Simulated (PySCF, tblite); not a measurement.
# C14H6S3: electronic excitations, NMR shifts

Wanted: electronic excitations, NMR shifts for C14H6S3 (`C#Cc1cc2c3sccc3c3sccc3c2s1`).

Programs: tblite 0.8.0 and PySCF 2.14.0, with routines of our own; each step states its level. All values are computed. Atoms count from 0.

### 1 The system as given

23 atoms, charge 0, multiplicity 1; geometry from: force field, distance geometry or constructed start.

### 2 Relaxing the molecule with GFN2-xTB

The job: settings as JSON, then the geometry in Å.

```
{"job": {"kind": "relax", "xc": "GFN2-xTB", "basis": "xTB"}, "charge": 0, "multiplicity": 1}
C      5.467100    -0.324700     0.392800
C      4.261000    -0.301300     0.311100
C      2.846000    -0.282100     0.228100
C      2.077000     0.875000     0.077900
C      0.697300     0.523800     0.030100
C     -0.373100     1.387300    -0.114200
S     -0.293300     3.042100    -0.247300
C     -2.015500     3.150500    -0.359000
C     -2.636700     1.906500    -0.296700
C     -1.657800     0.890700    -0.149000
C     -1.875900    -0.468900    -0.053500
S     -3.347200    -1.238100    -0.079500
C     -2.585500    -2.781400     0.101400
C     -1.197700    -2.693600     0.172600
C     -0.808500    -1.323400     0.086800
C      0.478800    -0.831300     0.132000
S      1.876700    -1.712200     0.286800
H      6.523800    -0.345900     0.461400
H      2.496200     1.869300     0.030100
H     -2.482300     4.118400    -0.467400
H     -3.714300     1.775700    -0.350400
H     -3.192800    -3.673100     0.132200
H     -0.546300    -3.546900     0.293700
```

The run is started by

```bash
OMP_NUM_THREADS=1 python large_run.py task.json out
```

The driver reads the jobs from task.json and runs them one after another.

What it wrote:

```text
step      E/eV     max force
  0   -1162.00187    2.343
  1   -1162.36032    1.227
  2   -1162.45281    1.220
  3   -1162.46006    2.941
  4   -1162.50499    0.427
  5   -1162.51600    0.336
  6   -1162.52806    0.211
  7   -1162.53392    0.167
  8   -1162.53727    0.150
  9   -1162.53907    0.091
 10   -1162.54006    0.060
 11   -1162.54062    0.051
 12   -1162.54100    0.041
 13   -1162.54125    0.029
 14   -1162.54140    0.030
 15   -1162.54148    0.026
 16   -1162.54154    0.019
```

Wall time 0.52 s (1 thread of Arm Neoverse N1, shared host); peak memory 0.18 GiB.

Step by step:

```
step  energy from step 0 (eV)  largest force (eV/Å)
   0                   0.0000                2.3434
   1                  -0.3584                1.2269
   2                  -0.4509                1.2198
   3                  -0.4582                2.9405
   4                  -0.5031                0.4272
   5                  -0.5141                0.3359
   6                  -0.5262                0.2108
   7                  -0.5321                0.1674
   8                  -0.5354                0.1499
   9                  -0.5372                0.0916
  10                  -0.5382                0.0604
  11                  -0.5387                0.0510
  12                  -0.5391                0.0410
  13                  -0.5394                0.0293
  14                  -0.5395                0.0298
  15                  -0.5396                0.0263
  16                  -0.5397                0.0190
```

Distances of close pairs at the start and the end, largest changes first:

```
   bond  before (Å)  after (Å)  change (Å)
C15–S16       1.660      1.734      +0.074
C10–S11       1.660      1.734      +0.074
  C5–S6       1.662      1.733      +0.071
C12–C13       1.392      1.350      -0.042
  C7–C8       1.392      1.350      -0.041
  C2–C3       1.397      1.362      -0.035
C10–C14       1.374      1.402      +0.027
 C4–C15       1.376      1.403      +0.027
```

The next job starts from the end point, and lists it.

### 3 Electronic excitations: TDA wB97X-D/def2-SVP

The job: settings as JSON, then the geometry in Å.

```
{"job": {"kind": "uv", "basis": "def2-SVP", "grid": 1, "kgrid": 0, "vcut": 1.5, "nstates": 6, "ntriplets": 2, "tda": true, "delta": [], "pop": true, "xc": "wB97X-D"}, "charge": 0, "multiplicity": 1}
C      5.491828    -0.334848     0.394804
C      4.292751    -0.297009     0.317298
C      2.897718    -0.257427     0.227933
C      2.112231     0.846781     0.087403
C      0.731723     0.538025     0.027782
C     -0.369545     1.400414    -0.112744
S     -0.324726     3.127490    -0.253913
C     -2.050264     3.185983    -0.365248
C     -2.632620     1.969329    -0.300292
C     -1.684257     0.918552    -0.154373
C     -1.886957    -0.468664    -0.051433
S     -3.405445    -1.305879    -0.077736
C     -2.598619    -2.826524     0.100598
C     -1.255359    -2.714006     0.176109
C     -0.816471    -1.362770     0.090583
C      0.487063    -0.839902     0.128115
S      1.959964    -1.739147     0.293877
H      6.538397    -0.350639     0.461429
H      2.499348     1.847791     0.028289
H     -2.522297     4.142543    -0.473273
H     -3.692934     1.799508    -0.351399
H     -3.192455    -3.718535     0.137427
H     -0.581925    -3.544874     0.288630
```

Method: TDA wB97X-D/def2-SVP, vertical, gas phase, core orbitals frozen in the response, virtual orbitals cut by energy.

What it wrote:

```text
start: PBE on a coarse grid of 22789 points
cycle   1  E = -1729.3039564290  dE =  3.149e+00  |g| = 6.959e-01  |ddm| = 7.337e+00
cycle   2  E = -1729.0013173321  dE =  3.026e-01  |g| = 1.212e+00  |ddm| = 2.591e+00
cycle   3  E = -1729.4118227202  dE = -4.105e-01  |g| = 3.219e-01  |ddm| = 2.145e+00
cycle   4  E = -1729.4380298390  dE = -2.621e-02  |g| = 1.397e-01  |ddm| = 5.835e-01
cycle   5  E = -1729.4432788088  dE = -5.249e-03  |g| = 4.388e-02  |ddm| = 2.324e-01
cycle   6  E = -1729.4437857148  dE = -5.069e-04  |g| = 1.451e-02  |ddm| = 7.176e-02
cycle   7  E = -1729.4438318469  dE = -4.613e-05  |g| = 7.690e-03  |ddm| = 2.746e-02
final grid: 98877 points
cycle   8  E = -1730.6440217654  dE = -1.164e-02  |g| = 5.096e-02  |ddm| = 9.652e-01
cycle   9  E = -1730.6446519539  dE = -6.302e-04  |g| = 4.517e-02  |ddm| = 1.830e-01
cycle  10  E = -1730.6452264538  dE = -5.745e-04  |g| = 1.201e-02  |ddm| = 7.489e-02
cycle  11  E = -1730.6452849173  dE = -5.846e-05  |g| = 6.976e-03  |ddm| = 2.985e-02
cycle  12  E = -1730.6453052220  dE = -2.030e-05  |g| = 1.348e-03  |ddm| = 1.240e-02
cycle  13  E = -1730.6453092872  dE = -4.065e-06  |g| = 8.365e-04  |ddm| = 3.983e-03
cycle  14  E = -1730.6453076895  dE =  1.598e-06  |g| = 3.729e-04  |ddm| = 1.976e-03
cycle  15  E = -1730.6453097451  dE = -2.056e-06  |g| = 1.041e-04  |ddm| = 8.914e-04
cycle  16  E = -1730.6453083963  dE =  1.349e-06  |g| = 4.255e-05  |ddm| = 3.725e-04
converged SCF energy = -1730.6453083963

Static polarisability (au): isotropic 199.528, principal 76.886 219.280 302.419

Singlet excitations
state   eV       nm        f      main configurations
  1   4.3410    285.6   0.02874   H-1->L 0.50, H->L+1 0.32, H->L 0.08
  2   4.5158    274.6   0.28949   H->L 0.71, H-1->L+1 0.12
  3   5.1633    240.1   0.74881   H-1->L+1 0.61, H->L+2 0.15, H->L 0.09
  4   5.3689    230.9   0.64688   H->L+1 0.49, H-1->L 0.37
  5   5.5194    224.6   0.00010   H->L+3 0.59, H->L+4 0.10
  6   5.5541    223.2   0.13431   H-2->L 0.61, H-1->L+2 0.17, H->L+2 0.08

Triplet excitations (Tamm-Dancoff, eV): 2.9821 3.5542
```

Wall time 67 s (1 thread of Arm Neoverse N1, shared host); peak memory 0.6 GiB.

Frontier orbitals and where they lie:

```
orbital      eV                        atoms
 HOMO−4  -10.15    C0 45 %, C1 39 %, S16 6 %
 HOMO−3   -9.66  S11 26 %, C0 17 %, C14 12 %
 HOMO−2   -8.84    S6 19 %, C8 15 %, C3 12 %
 HOMO−1   -7.87   C5 15 %, S16 14 %, C9 12 %
   HOMO   -7.68   C2 13 %, C15 12 %, C4 11 %
   LUMO    0.15    C2 17 %, C3 13 %, C0 13 %
 LUMO+1    0.68   C15 15 %, C5 15 %, C7 12 %
 LUMO+2    1.34   C12 16 %, C7 15 %, C8 12 %
 LUMO+3    2.04   S16 30 %, C2 12 %, C0 10 %
```

With each of the 6 states as a Gaussian band of 0.4 eV half-width at 1/e, the curve within the window shown has maxima at 235 nm (ε 56,000) L/(mol cm). Beyond the last state computed it falls off for lack of states. The curve at chosen wavelengths:

(nm, ε (L/mol/cm)): (212, 10651), (217, 21161), (222, 34404), (226, 44686), (231, 53821), (236, 56450), (241, 52572), (245, 46285), (250, 37072), (255, 28788), (260, 22755), (264, 19588), (269, 17101), (274, 15410), (279, 13828), (283, 12417), (288, 10445), (293, 8381), (298, 6413), (302, 5011), (307, 3546), (312, 2416), (317, 1590), (321, 1113), (326, 696), (331, 424)

Ground-state properties from the same run:

```
           property  computed
  dipole moment (D)      0.74
polarisability (Å³)     29.57
 HOMO–LUMO gap (eV)      7.84
      −ε(HOMO) (eV)      7.68
```

### 4 NMR shifts: GIAO KT3/pcSseg-1

Settings changed since step 3:

```diff
@@ -1,2 +1,2 @@
-{"job": {"kind": "uv", "basis": "def2-SVP", "grid": 1, "kgrid": 0, "vcut": 1.5, "nstates": 6, "ntriplets": 2, "tda": true, "delta": [], "pop": true, "xc": "wB97X-D"}, "charge": 0, "multiplicity": 1}
+{"job": {"kind": "nmr", "xc": "KT3", "basis": "pcSseg-1", "pop": false}, "charge": 0, "multiplicity": 1}
 C      5.491828    -0.334848     0.394804
```

With the program's defaults for keys left out, this is: GIAO KT3/pcSseg-1 NMR shielding, non-relativistic, gas phase.

What it wrote:

```text
start: PBE on a coarse grid of 22789 points
cycle   1  E = -1730.0544085037  dE =  3.297e+00  |g| = 7.422e-01  |ddm| = 6.509e+00
cycle   2  E = -1729.7325854461  dE =  3.218e-01  |g| = 1.276e+00  |ddm| = 2.682e+00
cycle   3  E = -1730.1678290244  dE = -4.352e-01  |g| = 3.426e-01  |ddm| = 2.237e+00
cycle   4  E = -1730.1974364363  dE = -2.961e-02  |g| = 1.376e-01  |ddm| = 5.907e-01
cycle   5  E = -1730.2023084164  dE = -4.872e-03  |g| = 4.821e-02  |ddm| = 2.242e-01
cycle   6  E = -1730.2028985747  dE = -5.902e-04  |g| = 1.364e-02  |ddm| = 7.585e-02
cycle   7  E = -1730.2029348745  dE = -3.630e-05  |g| = 7.975e-03  |ddm| = 2.653e-02
final grid: 205349 points
cycle   8  E = -1748.9651583006  dE = -4.656e-02  |g| = 2.248e-01  |ddm| = 1.162e+00
cycle   9  E = -1748.9594271016  dE =  5.731e-03  |g| = 2.041e-01  |ddm| = 4.002e-01
cycle  10  E = -1748.9628088425  dE = -3.382e-03  |g| = 1.413e-01  |ddm| = 4.407e-01
cycle  11  E = -1748.9684983243  dE = -5.689e-03  |g| = 4.085e-02  |ddm| = 2.294e-01
cycle  12  E = -1748.9690153315  dE = -5.170e-04  |g| = 7.379e-03  |ddm| = 5.885e-02
cycle  13  E = -1748.9690266220  dE = -1.129e-05  |g| = 2.239e-03  |ddm| = 1.176e-02
cycle  14  E = -1748.9690299907  dE = -3.369e-06  |g| = 1.477e-03  |ddm| = 3.847e-03
cycle  15  E = -1748.9690286783  dE =  1.312e-06  |g| = 4.183e-04  |ddm| = 1.820e-03
cycle  16  E = -1748.9690306244  dE = -1.946e-06  |g| = 1.593e-04  |ddm| = 6.796e-04
cycle  17  E = -1748.9690300238  dE =  6.007e-07  |g| = 5.871e-05  |ddm| = 3.289e-04
converged SCF energy = -1748.9690300238

GIAO shielding tensors (ppm)
atom      isotropic    diamagn.    paramagn.     s11        s22        s33       span
  0 C      101.425     256.168    -154.743     42.953     67.667    193.657    150.704
  1 C      108.680     233.286    -124.606     16.553     19.675    289.814    273.260
  2 C       67.300     268.494    -201.193      3.504     73.212    125.185    121.681
  3 C       61.168     246.508    -185.340    -13.295     63.657    133.141    146.436
  4 C       60.885     242.931    -182.046      8.760     30.228    143.666    134.906
  5 C       58.456     262.343    -203.886     13.303     29.657    132.408    119.105
  6 S      340.564    1060.840    -720.276    214.108    401.162    406.420    192.312
  7 C       64.976     264.540    -199.564    -13.934     69.910    138.952    152.886
  8 C       69.114     243.837    -174.722     -1.884     67.972    141.255    143.139
  9 C       60.203     243.782    -183.579      6.110     27.318    147.179    141.069
 10 C       56.678     262.204    -205.525     10.885     26.840    132.311    121.425
 11 S      341.335    1060.084    -718.749    217.972    399.243    406.790    188.818
 12 C       65.134     263.110    -197.976    -13.832     70.562    138.672    152.504
 13 C       69.049     243.758    -174.709     -2.954     68.612    141.489    144.443
 14 C       61.077     244.401    -183.323      7.680     28.614    146.937    139.256
 15 C       56.897     261.054    -204.157     11.715     30.506    128.469    116.754
 16 S      309.740    1060.959    -751.219    165.173    379.125    384.923    219.750
 17 H       28.309      34.814      -6.505     24.040     24.955     35.932     11.892
 18 H       23.902      33.065      -9.163     18.055     24.341     29.309     11.254
 19 H       24.609      30.077      -5.468     20.403     25.225     28.198      7.795
 20 H       24.113      31.726      -7.613     18.139     25.952     28.250     10.111
 21 H       24.626      29.754      -5.127     20.428     25.312     28.139      7.712
 22 H       24.154      32.092      -7.937     18.193     25.807     28.463     10.269
```

Run time: 46 s. Hardware: 1 thread of Arm Neoverse N1, shared host; peak memory 0.6 GiB.

The references, computed at this level on geometries of the same kind, shield at (ppm): ¹H TMS 31.76, ¹³C TMS 184.7. Their shielding less the atom's gives the shift. The references are single molecules in the gas phase.

```
atoms                                          environment  σ (ppm)  δ (ppm)
  C10                          ring-fusion aromatic carbon     56.7    128.0
  C15                          ring-fusion aromatic carbon     56.9    127.8
   C5                          ring-fusion aromatic carbon     58.5    126.3
   C9                          ring-fusion aromatic carbon     60.2    124.5
   C4                          ring-fusion aromatic carbon     60.9    123.8
  C14                          ring-fusion aromatic carbon     61.1    123.6
   C3                                          aromatic CH     61.2    123.6
   C7                  aromatic CH next to the ring sulfur     65.0    119.7
  C12                  aromatic CH next to the ring sulfur     65.1    119.6
   C2  substituted aromatic carbon next to the ring sulfur     67.3    117.4
  C13                                          aromatic CH     69.0    115.7
   C8                                          aromatic CH     69.1    115.6
   C0                               terminal alkyne carbon    101.4     83.3
   C1                                        alkyne carbon    108.7     76.0
  H18                           hydrogen on an aromatic CH    23.90     7.86
  H20                           hydrogen on an aromatic CH    24.11     7.65
  H22                           hydrogen on an aromatic CH    24.15     7.61
  H19   hydrogen on an aromatic CH next to the ring sulfur    24.61     7.15
  H21   hydrogen on an aromatic CH next to the ring sulfur    24.63     7.13
  H17                 hydrogen on a terminal alkyne carbon    28.31     3.45
  S16                                 aromatic ring sulfur      310        –
   S6                                 aromatic ring sulfur      341        –
  S11                                 aromatic ring sulfur      341        –
```

Ring of atoms C2, C3, C4, C15, S16: NICS(0) -10.9, NICS(1) -9.2, NICS(1)zz -18.2 ppm (means of both faces).

Ring of atoms C4, C5, C9, C10, C14, C15: NICS(0) -8.6, NICS(1) -10.1, NICS(1)zz -22.5 ppm (means of both faces).

Ring of atoms C5, S6, C7, C8, C9: NICS(0) -11.2, NICS(1) -9.8, NICS(1)zz -21.2 ppm (means of both faces).

### 5 Outcome

| quantity | value |
| --- | --- |
| lowest singlet (wB97X-D/def2-SVP) | 4.34 eV (286 nm), f = 0.029 |
| brightest single state of those computed | state 3, 5.16 eV, f = 0.749 |
| lowest triplet | 2.98 eV |
| ¹³C shifts against TMS (KT3/pcSseg-1) | 128.0, 127.8, 126.3, 124.5, 123.8, 123.6, 123.6, 119.7, 119.6, 117.4, 115.7, 115.6, 83.3, 76.0 ppm |
| ¹H shifts against TMS (KT3/pcSseg-1) | 7.86, 7.65, 7.61, 7.15, 7.13, 3.45 ppm |
| shieldings of S (KT3/pcSseg-1) | S16 309.7, S6 340.6, S11 341.3 ppm |

In words: The first singlet state (HOMO−1→LUMO 0.50, HOMO→LUMO+1 0.32) lies at 4.34 eV and is weak; of the 6 states computed, the strongest absorption comes from state 3 at 5.16 eV. The lowest triplet lies 1.36 eV below the lowest singlet. At KT3/pcSseg-1: The widest tensor belongs to C1: span 273 ppm, with a paramagnetic part of -125 ppm. NICS(1)zz of -18 ppm above the planar ring from C2 marks a diatropic (aromatic) ring current. NICS(1)zz of -22 ppm above the planar ring from C4 marks a diatropic (aromatic) ring current. NICS(1)zz of -21 ppm above the planar ring from C5 marks a diatropic (aromatic) ring current.
